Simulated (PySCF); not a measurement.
# Towards the basis-set limit for IO

An exercise on one series of results from a longer session: the logs are not shown, and one member is left open.

Computed with PySCF 2.14.0. Level: CCSD(T) on ROHF, scalar-relativistic core potentials.

2 further runs of the same task are left out: 2 set aside as unsound or not needed.

The first run:

```
molecule             : IO
state                : doublet, unpaired electrons π ↑
smaller basis        : I cc-pVTZ-PP with ECP28, O cc-pVTZ
larger basis         : I cc-pVQZ-PP with ECP28, O cc-pVQZ
frozen core orbitals : 10
extrapolation        : correlation as n⁻³ (n = 3, 4), Hartree–Fock as (n+1)·exp(−9√n)
corrections          : none
distances (Å)        : 1.6656, 1.7413, 1.8171, 1.8928, 1.9685, 2.0631, 2.1578
masses (u)           : 126.9045, 15.9949
dissociation limit   : I + O
```

Command:

```sh
OMP_NUM_THREADS=4 python comp.py task.json out
```

One table of the session follows, with a row left open; its other results are not shown here.

Parts of the energy along the bond, in eV from I + O:

```
 R (Å)  HF/CBS  CCSD corr.      (T)
1.6656   1.051      -2.327  -0.2577
1.7413       ?           ?        ?
1.8171   0.042      -2.148  -0.2700
1.8928  -0.098      -2.067  -0.2764
1.9685  -0.082      -2.010  -0.2823
2.0631   0.089      -1.978  -0.2908
2.1578   0.371      -1.985  -0.3028
```

Estimate the missing values for R (Å) = 1.7413.

Worked estimate for «HF/CBS». A straight line through the neighbours (1.6656, 1.051) and (1.8171, 0.042) gives 1.051 + (0.042 − 1.051) × (1.7413 − 1.6656) / (1.8171 − 1.6656) = 0.547; a parabola fitted to 3 rows on both sides gives 0.425.

**Answer.** HF/CBS: 0.400; CCSD corr.: -2.244; (T): -0.2633. In «HF/CBS» the line misses by +0.147 and the parabola by +0.025.
